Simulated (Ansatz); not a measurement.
# BrClH: the cost of one run

Program: Ansatz 0.2.0, Gaussian basis. Level of theory: cc-pVTZ, all electrons in the functionals, frozen cores in the correlation of double hybrids and RPA. These are calculated values, not measurements.

The runs, in order: PBE-QIDH, RPA-PBE, at 1.421 Å; 1.529 Å; 1.746 Å; 1.964 Å; 2.181 Å.

## (1) The geometry

The geometry derives from fragments relaxed apart (PBE0/def2-TZVP) and kept rigid, so it is no stationary point. A hydrogen atom is moved between rigid fragments. No spin-orbit coupling is included. The filled d shell of Br may be among the frozen orbitals whatever the setting's name suggests; the logs give the count.

3 atoms, charge 0, spin multiplicity 2.

Atoms are counted from 1 here; the program's logs count them from 0.

Bond lengths: Br1–H2 1.421 Å.

No dispersion term is added.

The geometry shown and the zero of energy belong to the point 1.421 Å. The yardstick, UCCSDT(Q), and other wave-function levels (R restricted, U unrestricted, valence and pair active spaces) come from earlier runs.

## (2) PBE-QIDH, 1.421 Å

The input, in.yaml:

```yaml
crystal:
  periodic: [false, false, false]
  atoms:
    - {symbol: Br, position_ang: [0.000000, 0.000000, -1.650533]}
    - {symbol: H, position_ang: [0.000000, 0.000000, -0.229933]}
    - {symbol: Cl, position_ang: [0.000000, 0.000000, 1.880467]}
basis:
  gaussian: {orbitals: cc-pVTZ}
magnetization: {spin_polarized: true, initial_magnetization: 1}
hamiltonian: {xc: {name: PBE-QIDH}}
correlation: {electrons: outside_noble_gas}
```

Run with:

```
> ansatz run in.yaml --threads 1 --pin off --events-out ev --progress --plain --max-ram 2816MiB --backend cpu
```

Q: Estimate wall time and peak memory on 1 thread of AMD EPYC 7R13, shared host.

About 13 s, with a peak of 0.27 GiB.
